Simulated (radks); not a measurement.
# Ionising cadmium step by step, Cd to Cd²³⁺

An exercise on one series of results from a longer session: the logs are not shown, and one member is left open.

The numbers are computed with radks (a radial shooting solver on a logarithmic mesh, Libxc functionals) version 1 (scalar-relativistic Kohn-Sham, exchange-only LDA, spin-polarised, spherical densities, point nucleus; open shells are filled with parallel spins first), except any that are marked as measured or tabulated.

## The system

```
element             : cadmium (Z = 48)
charges             : 0 to 23
first configuration : [Kr] 4d10 5s2
last configuration  : [Ar] 3d7
```

The outer shells:

Cd
```
[Kr] core
4d [↑↓][↑↓][↑↓][↑↓][↑↓]
5s [↑↓]
```

Cd²³⁺
```
[Ar] core
3d [↑↓][↑↓][↑ ][↑ ][↑ ]
```

The first run:

Settings of this run:

```text
Z 48
configuration [Kr] 4d10 5s2
relativity scalar-relativistic
functional lda,
spin polarised
nucleus point
c 137.035999084
```

Among the steps run: Cd, [Kr] 4d10 5s2.

One of the session's tables, all rows but one given; the rest of the session is left out.

It belongs to the step «Cd, [Kr] 4d10 5s2». Sizes of the orbitals, from the radial functions (bohr):

```
level     <r>  outermost maximum (interpolated)  90 % within  nodes
   2p       ?                                 ?            ?      ?
   3s  0.3590                             0.324        0.529      2
   3p  0.3576                             0.317        0.538      1
   3d  0.3350                             0.265        0.530      0
   4s  0.8787                             0.794         1.28      3
   4p  0.9602                             0.844         1.42      2
   4d   1.298                             0.982         2.09      1
   5s   2.929                              2.34         4.48      4
```

**Question.** Estimate the row for 2p.

The run gave: <r>: 0.1149; outermost maximum (interpolated): 0.0890; 90 % within: 0.187; nodes: 0. In the column «<r>» it is the lowest.

To keep in mind: Open shells are spherical and high-spin; term and fine-structure splittings are not resolved.
